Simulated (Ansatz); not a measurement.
# C2H7ClOSSn: up Jacob's ladder to CCSD(T)

An exercise on one series of results from a longer session: the logs are not shown, and one member is left open.

The runs use Ansatz 0.2.0, Gaussian basis; functionals in def2-TZVPP, the program's frozen cores in correlated methods.

Plan: PBE-D4, r2SCAN-D4, PBE0-D4, B3LYP-D4, ωB97X-V, ωB97M-V, B2PLYP; CCSD(T)/def2-TZVPP; MP2/def2-QZVPP; extrapolation to the limit.

### The relaxed structure

All runs share one geometry, relaxed beforehand with PBE0-D4 in a triple-zeta def2 set. Sn takes the def2 core potential; no spin-orbit term is included.

SMILES `C[O][Sn]([CH3])([SH])[Cl]`, 13 atoms, charge 0, spin multiplicity 1.

Atoms are counted from 1 here; the program's logs count them from 0.

Bond lengths: C1–O2 1.409 Å, C1–H7 1.093 Å, C1–H8 1.096 Å, C1–H9 1.098 Å, O2–Sn3 1.954 Å, Sn3–C4 2.121 Å, Sn3–S5 2.376 Å, Sn3–Cl6 2.339 Å, C4–H10 1.089 Å, C4–H11 1.089 Å, C4–H12 1.089 Å, S5–H13 1.345 Å. Angles: O2–C1–H7 107.8°, O2–C1–H8 112.4°, O2–C1–H9 112.2°, H7–C1–H8 108.2°, H7–C1–H9 107.8°, H8–C1–H9 108.3°, C1–O2–Sn3 120.9°, O2–Sn3–C4 114.6°, O2–Sn3–S5 103.1°, O2–Sn3–Cl6 104.5°, C4–Sn3–S5 115.1°, C4–Sn3–Cl6 107.6°, S5–Sn3–Cl6 111.5°, Sn3–C4–H10 109.2°, Sn3–C4–H11 108.7°, Sn3–C4–H12 109.0°, H10–C4–H11 110.3°, H10–C4–H12 110.1° and more.

The first run:

The input, in.yaml:

```yaml
crystal:
  periodic: [false, false, false]
  atoms:
    - {symbol: C, position_ang: [-1.921183, 0.396741, -0.938359]}
    - {symbol: O, position_ang: [-1.143034, 0.765145, 0.177381]}
    - {symbol: Sn, position_ang: [0.406124, -0.297079, 0.716314]}
    - {symbol: C, position_ang: [2.089955, -0.110984, -0.559463]}
    - {symbol: S, position_ang: [0.765930, 0.378030, 2.965280]}
    - {symbol: Cl, position_ang: [-0.330553, -2.513622, 0.593214]}
    - {symbol: H, position_ang: [-2.784492, 1.066207, -0.979245]}
    - {symbol: H, position_ang: [-2.290090, -0.633058, -0.868031]}
    - {symbol: H, position_ang: [-1.369400, 0.501191, -1.882128]}
    - {symbol: H, position_ang: [2.401560, 0.932196, -0.590321]}
    - {symbol: H, position_ang: [1.811240, -0.451003, -1.556066]}
    - {symbol: H, position_ang: [2.898022, -0.731476, -0.174186]}
    - {symbol: H, position_ang: [-0.534070, 0.697733, 3.095620]}
basis:
  gaussian: {orbitals: def2-TZVPP}
hamiltonian: {xc: pbe, dispersion: d4}
output: {forces: true, orbitals: {seedname: orbitals}}
```

Run with:

```
$ ansatz run in.yaml --threads 2 --pin off --events-out ev --progress --plain --max-ram 22528MiB --backend cuda --devices 0, --max-vram 18GiB
```

Among the steps run: PBE-D4 (GGA); r2SCAN-D4 (meta-GGA); PBE0-D4 (hybrid); B3LYP-D4 (hybrid); ωB97X-V (range-separated); ωB97M-V (range-separated); B2PLYP (double hybrid); CCSD(T) in def2-TZVPP; MP2 in def2-QZVPP.

One of the session's tables, all rows but one given; the rest of the session is left out.

It belongs to the step «Atomisation energies». 

```
            method  atomisation energy (kcal/mol)
            PBE-D4                         1087.4
         r2SCAN-D4                         1072.8
           PBE0-D4                         1068.5
          B3LYP-D4                         1063.8
           ωB97X-V                         1074.8
           ωB97M-V                         1072.1
            B2PLYP                         1052.5
     HF/def2-TZVPP                          764.6
    MP2/def2-TZVPP                         1057.7
   CCSD/def2-TZVPP                         1024.9
CCSD(T)/def2-TZVPP                         1043.3
           MP2/CBS                              ?
       CCSD(T)/CBS                         1076.7
```

Estimate the missing values for MP2/CBS.

As computed: atomisation energy (kcal/mol): 1091.0. In the column «atomisation energy (kcal/mol)» it is the highest.
